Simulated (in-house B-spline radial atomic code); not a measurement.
# Dy⁵⁺: excited configurations

How much energy does it take to promote electrons of Dy⁵⁺ to other shells? Each configuration is solved by itself and compared with the reference.

Program: in-house B-spline radial atomic code version 1. Level of theory: Dirac-Hartree-Fock, average of configuration, Fermi nucleus, basis-set limit. These are calculated values, not measurements, unless marked.

### Step 1. What is computed

```
element       : dysprosium (Z = 66)
charge        : +5
electrons     : 61
configuration : [Kr] 4d10 4f8 5s2 5p5
Hamiltonian   : Dirac-Coulomb
nucleus       : Fermi, rms radius 5.222 fm
```

Outer shells as boxes (Hund's rule):

[Kr] 4d10 4f8 5s2 5p5
```
[Kr] core
4d [↑↓][↑↓][↑↓][↑↓][↑↓]
4f [↑↓][↑ ][↑ ][↑ ][↑ ][↑ ][↑ ]
5s [↑↓]
5p [↑↓][↑↓][↑ ]
```

The boxes draw the filling by Hund's rule, which heavy ions in jj coupling don't follow; these runs average over all states of the configuration.

Input settings:

```ini
Z = 66
electrons = 61.0
configuration = [Kr] 4d10 4f8 5s2 5p5
hamiltonian = dirac
method = hf
spin_polarised = False
nucleus = fermi
rms_radius = 5.2218
mass_number = 164
atomic_mass = 163.929180819
speed_of_light = 137.035999084
```

The reference is known from an earlier run: -12155.901507 hartree in all. Up to eight levels, counted from the top:

| orbital | occupation | energy (eV) | <r> (bohr) |
| --- | --- | --- | --- |
| 4p3/2 | 4 | -389.82 | 0.5684 |
| 4d3/2 | 4 | -252.62 | 0.5994 |
| 4d5/2 | 6 | -245.48 | 0.6098 |
| 5s1/2 | 2 | -121.65 | 1.247 |
| 5p1/2 | 1.66667 | -95.642 | 1.355 |
| 5p3/2 | 3.33333 | -89.486 | 1.426 |
| 4f5/2 | 3.42857 | -85.217 | 0.7324 |
| 4f7/2 | 4.57143 | -84.202 | 0.7399 |

### Step 2. Run with [Kr] 4d10 4f7 5s2 5p5 6f1

Input settings:

```ini
Z = 66
electrons = 61.0
configuration = [Kr] 4d10 4f7 5s2 5p5 6f1
hamiltonian = dirac
method = hf
spin_polarised = False
nucleus = fermi
rms_radius = 5.2218
mass_number = 164
atomic_mass = 163.929180819
speed_of_light = 137.035999084
```

### Step 3. Configuration [Kr] 4d9 4f8 5s2 5p5 8d1

Settings: those of step 2 with these lines changed.

```diff
@@ -2,3 +2,3 @@
 electrons = 61.0
-configuration = [Kr] 4d10 4f7 5s2 5p5 6f1
+configuration = [Kr] 4d9 4f8 5s2 5p5 8d1
 hamiltonian = dirac
```

### Step 4. [Kr] 4d10 4f7 5s2 5p5 6d1

Settings: those of step 3 with these lines changed.

```diff
@@ -2,3 +2,3 @@
 electrons = 61.0
-configuration = [Kr] 4d9 4f8 5s2 5p5 8d1
+configuration = [Kr] 4d10 4f7 5s2 5p5 6d1
 hamiltonian = dirac
```

### Step 5. Configuration [Kr] 4d10 4f7 5s2 5p5 9f1

Settings: those of step 4 with these lines changed.

```diff
@@ -2,3 +2,3 @@
 electrons = 61.0
-configuration = [Kr] 4d10 4f7 5s2 5p5 6d1
+configuration = [Kr] 4d10 4f7 5s2 5p5 9f1
 hamiltonian = dirac
```

### Step 6. Configuration [Kr] 4d10 4f8 5s2 5p4 6p1

Settings: those of step 5 with these lines changed.

```diff
@@ -2,3 +2,3 @@
 electrons = 61.0
-configuration = [Kr] 4d10 4f7 5s2 5p5 9f1
+configuration = [Kr] 4d10 4f8 5s2 5p4 6p1
 hamiltonian = dirac
```

### Step 7. [Kr] 4d10 4f8 5s2 5p4 6f1

Settings: those of step 6 with these lines changed.

```diff
@@ -2,3 +2,3 @@
 electrons = 61.0
-configuration = [Kr] 4d10 4f8 5s2 5p4 6p1
+configuration = [Kr] 4d10 4f8 5s2 5p4 6f1
 hamiltonian = dirac
```

Q: How far above the reference does each configuration lie (order and size, in eV)?

**Answer**, as computed:

| net move | configuration | energy above the reference (eV) | with Breit, QED, recoil (eV) | largest <r> (bohr) |
| --- | --- | --- | --- | --- |
| 4f → 6d | [Kr] 4d10 4f7 5s2 5p5 6d1 | 49.910 | 50.064 | 3.73 |
| 5p → 6p | [Kr] 4d10 4f8 5s2 5p4 6p1 | 50.617 | 50.552 | 3.04 |
| 4f → 6f | [Kr] 4d10 4f7 5s2 5p5 6f1 | 60.359 | 60.506 | 5.29 |
| 5p → 6f | [Kr] 4d10 4f8 5s2 5p4 6f1 | 71.529 | 71.436 | 5.35 |
| 4f → 9f | [Kr] 4d10 4f7 5s2 5p5 9f1 | 72.241 | 72.393 | 15.1 |
| 4d → 8d | [Kr] 4d9 4f8 5s2 5p5 8d1 | 228.72 | 228.61 | 8.88 |

Quantum defects of the promoted electron, δ = n − ζ/√(−2ε) with ζ = 6 and ε its orbital energy in hartree:

| promotion | δ |
| --- | --- |
| 4f → 6d | 1.957 |
| 5p → 6p | 2.512 |
| 4f → 6f | 0.989 |
| 5p → 6f | 0.967 |
| 4f → 9f | 0.982 |
| 4d → 8d | 1.909 |

What this shows: The energies run from 49.910 eV (4f → 6d) to 228.72 eV (4d → 8d). Koopmans' estimate of the ionisation threshold is 84.202 eV; 1 configuration exceeds it by over 2 % and could autoionise. Of those tabulated, the defect is largest for 6p (2.51) and least for 6f (0.97): low angular momentum penetrates the core, high angular momentum stays outside it. Two partly filled shells share a symmetry and can mix in the average, which may lower the energy, for: 5p → 6p; 4f → 6f; 5p → 6f; 4f → 9f; 4d → 8d. These are averages over configurations, without correlation, not spectroscopic levels.
